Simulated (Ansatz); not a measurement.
## RbLuO2 and its elements: a formation energy from the elements, step by step

Computed with the Python package of Ansatz (0.2.0).

Interactive session:
```pycon
>>> from collections import Counter
>>> import warnings
>>> import ansatz as az
>>> import numpy as np
>>> PHASES = {
...     'RbLuO2': (
...         [[1.7, 0.981495, 6.383333], [-1.7, 0.981495, 6.383333], [0.0, -1.962991, 6.383333]],
...         [
...             ('Rb', [0.0, 0.0, 0.0]),
...             ('Lu', [0.5, 0.5, 0.5]),
...             ('O', [0.223, 0.223, 0.223]),
...             ('O', [0.777, 0.777, 0.777]),
...         ],
...     ),
...     'Rb': (
...         [[-2.8025, 2.8025, 2.8025], [2.8025, -2.8025, 2.8025], [2.8025, 2.8025, -2.8025]],
...         [
...             ('Rb', [0.0, 0.0, 0.0]),
...         ],
...     ),
...     'Lu': (
...         [[3.5031, 0.0, 0.0], [-1.75155, 3.033774, 0.0], [0.0, 0.0, 5.5509]],
...         [
...             ('Lu', [1 / 3, 2 / 3, 0.25]),
...             ('Lu', [2 / 3, 1 / 3, 0.75]),
...         ],
...     ),
...     'O2': (
...         [[9.0, 0.0, 0.0], [0.0, 9.5, 0.0], [0.0, 0.0, 10.0]],
...         [
...             ('O', [0.5, 0.5, 0.4385]),
...             ('O', [0.5, 0.5, 0.5615]),
...         ],
...     ),
... }
>>> def build(vectors, sites):
...     crystal = az.Crystal(lattice=az.Lattice.of(vectors))
...     for symbol, position in sites:
...         crystal = crystal.atom(symbol, position)
...     return crystal
...
>>> POLARISED = {'O2'}
>>> GASES = {'O2'}
>>> def ground_state(name, crystal):
...     calc = (
...         crystal.calculation()
...         .functional('r2SCAN')
...         .basis(600)
...         .kpoints(spacing=0.3)
...         .occupations('gaussian', width=0.05)
...         .stress()
...     )
...     if name in POLARISED:
...         calc = calc.spin('collinear')
...     if name in GASES:
...         return calc.kpoints(1, 1, 1).relax(force_tolerance=0.01).run(threads=1, pin='off')
...     calc = calc.relax(force_tolerance=0.01, cell=True)
...     return calc.run(threads=1, pin='off')
...
>>> def counts(outcome):
...     return Counter(site.symbol for site in outcome.lattice.sites)
...
>>> def formation_energy(outcome, mu):
...     n = counts(outcome)
...     return (outcome.report['energy_sigma0_ev'] - sum(k * mu[element] for element, k in n.items())) / sum(n.values())
...
>>> def volume_per_atom(outcome):
...     return abs(np.linalg.det(outcome.lattice.cell_ang)) / len(outcome.lattice.sites)
...
>>> warnings.simplefilter('ignore')
>>> phases = {name: build(*cell) for name, cell in PHASES.items()}
>>> phases['O2'] = phases['O2'].moments(O=1.0)
>>> done = {name: ground_state(name, crystal) for name, crystal in phases.items()}
--- The result so far, ahead of a search for a lower minimum behind the relaxation; the run's own can be another ---
--- Relaxed structure (4 steps of the walk, 4 accepted, 0 SCFs on fresh bases) ---
  F+E_penalty+E_count = -1131.97215187 eV   max|allowed force component| = 5.018e-3 eV/Å
  atoms:
    - { symbol: O, position: [0.5, 0.5, 0.43973257129558996] }
    - { symbol: O, position: [0.5, 0.5, 0.5602674287044102] }
>>> # energy of one atom in its reference phase
>>> references = {'Rb': 'Rb', 'Lu': 'Lu', 'O': 'O2'}
>>> mu = {element: done[name].report['energy_sigma0_ev'] / len(done[name].lattice.sites) for element, name in references.items()}
>>> target = done['RbLuO2']
>>> heat = formation_energy(target, mu)
>>> for element, value in mu.items():
...     print(f'mu({element}) = {value:.4f} eV from {references[element]}, {volume_per_atom(done[references[element]]):.2f} A^3/atom')
...
mu(Rb) = -3277.9767 eV from Rb, 94.86 A^3/atom
mu(Lu) = -14743.7037 eV from Lu, 28.80 A^3/atom
mu(O) = -565.9861 eV from O2, 427.50 A^3/atom
>>> print(f'formation energy of RbLuO2: {heat:.4f} eV/atom = {96.4853 * heat:.1f} kJ/mol of atoms')
formation energy of RbLuO2: -2.9565 eV/atom = -285.3 kJ/mol of atoms
```

The formation energy is -2.957 eV an atom (-285.3 kJ per mole of atoms), so RbLuO2 lies below the reference phases.

Reading the output:
- Absolute energies stand on the zero of these potentials, so only differences at equal settings mean something.
- The magnetic order follows from the starting moments and needn't be the lowest.
- For the metals among these phases the mesh is modest: differences between phases can be off by up to 40 meV an atom.
- The program warned that this SCF threshold is loose for forces or stresses.
- r2SCAN tends to overestimate the moments of itinerant magnets.
- The cells come from databases of deposited and of computed structures, and not all need be stable phases.
- The compound is the structure given, not necessarily its lowest; energies are at zero temperature, with no correction for gases. Magnetic phases start from parallel moments and may not end in their lowest magnetic state. A semilocal functional's error on such energies is often 0.05 to 0.1 eV an atom, and 0.1 to 0.3 eV against gases such as O2 or F2.
- The script silences warnings, which a real study should read.
- Run time: 19 min on 1 thread of Arm Neoverse V1 (shared host), peak memory 2.2 GiB.
